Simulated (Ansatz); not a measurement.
Task: a single point from an input typed as a dict of Sr, space group P-62m, with Ansatz's Python interface. Give the script and its output. Settings: LDA, PAW, the default cutoff (420 eV here), 4×4×6 k-points, cold smearing of 0.05 eV.

```cif
data_structure
_symmetry_space_group_name_H-M 'P 1'
_symmetry_Int_Tables_number 1
_cell_length_a 7.0660
_cell_length_b 7.0660
_cell_length_c 3.8166
_cell_angle_alpha 90.000
_cell_angle_beta 90.000
_cell_angle_gamma 120.000
_cell_volume 165.03
loop_
_atom_site_label
_atom_site_type_symbol
_atom_site_fract_x
_atom_site_fract_y
_atom_site_fract_z
_atom_site_occupancy
Sr1 Sr 0.00000 0.66578 0.00000 1
Sr2 Sr 0.33422 0.33422 0.00000 1
Sr3 Sr 0.66578 0.00000 0.00000 1
```

`run_deck.py`:
```python
# -*- coding: utf-8 -*-
'''Single point of Sr through the engine session.'''

import ansatz as az


def main():
    inputs = {
        'crystal': {
            'lattice': [[7.065952, 0.0, 0.0], [-3.532976, 6.119294, 0.0], [0.0, 0.0, 3.816633]],
            'atoms': [
                {'symbol': 'Sr', 'position': [0.0, 0.665783, 0.0]},
                {'symbol': 'Sr', 'position': [0.334217, 0.334217, 0.0]},
                {'symbol': 'Sr', 'position': [0.665783, 0.0, 0.0]},
            ],
        },
        'kpoints': {'mp_grid': {'grid': [4, 4, 6]}},
        'hamiltonian': {'xc': 'lda'},
        'scf': {'occupations': {'method': 'cold', 'width': 0.05}},
        'output': {'forces': True},
    }

    res = az.Session.from_dict(inputs).plan().execute()
    rep = res.report

    for key in ('converged', 'n_iterations', 'n_electrons', 'n_kpoints', 'n_pw', 'n_symmetry_ops', 'free_energy_ev', 'fermi_energy_ev'):
        print(f'{key:18s} {rep[key]}')

    # forces, one row an atom
    print('forces (eV/A)')
    for site, force in zip(res.lattice.sites, rep['forces_ev_ang']):
        print(f'  {site.symbol:2s} {force[0]:9.4f} {force[1]:9.4f} {force[2]:9.4f}')

    terms = rep['components']
    print({name: round(terms[name], 3) for name in ('e_kinetic', 'e_hartree', 'e_xc', 'e_local', 'e_nonlocal')})

    used = rep['setup']
    print('cutoffs (eV):', used['ecut_ev'], used['ecutrho_ev'], ' FFT grid:', used['fft_dense'])
    print('cell volume {:.3f} A^3, {} symmetry operations'.format(used['cell_volume_ang3'], used['n_sym_ops']))


if __name__ == '__main__':
    main()
```

```console
$ python run_deck.py
DeckWarning: basis.ecutwfc = 420 eV, auto-derived from the records' recommended cutoffs: set by Sr (normal level)
converged          True
n_iterations       7
n_electrons        30.0
n_kpoints          16
n_pw               3271
n_symmetry_ops     12
free_energy_ev     -10332.207026351723
fermi_energy_ev    4.736770678017333
forces (eV/A)
  Sr   -0.0059    0.0102    0.0000
  Sr   -0.0059   -0.0102    0.0000
  Sr    0.0118    0.0000    0.0000
{'e_kinetic': 724.827, 'e_hartree': 597.86, 'e_xc': -507.325, 'e_local': -2353.054, 'e_nonlocal': 620.751}
cutoffs (eV): 420.0 1680.0  FFT grid: [48, 48, 27]
cell volume 165.026 A^3, 12 symmetry operations
```
(Warnings from the package without file and line, repeats left out.)

Reading the output:
- Total energies depend on the potentials; only differences at equal settings carry meaning. A total without «per atom» is that of the cell as typed.
- The energy terms are those on the plane-wave grid, with the one-centre PAW part apart; the terms shown are only some of the summands, so they needn't add up to F.
- For a metal this k-point mesh is coarse: on a finer one energies can move by several to tens of meV an atom and pressures by half a GPa or more, differences at one mesh by less.
- An absolute Fermi energy rests on an arbitrary zero of the periodic potential and has no direct meaning.
- Within a few hundredths of an angstrom the cell has the higher group P6/mmm; the lower one is a small distortion.
- This isn't the structure that Sr takes at ambient conditions.
- Run time: 3.9 s on 1 thread of Arm Neoverse V1 (shared host), peak memory 0.35 GiB.

(A comment or docstring line of the script was reworded after the run, the code is as it ran; lines on the test bed's own set-up are left out of the output.)
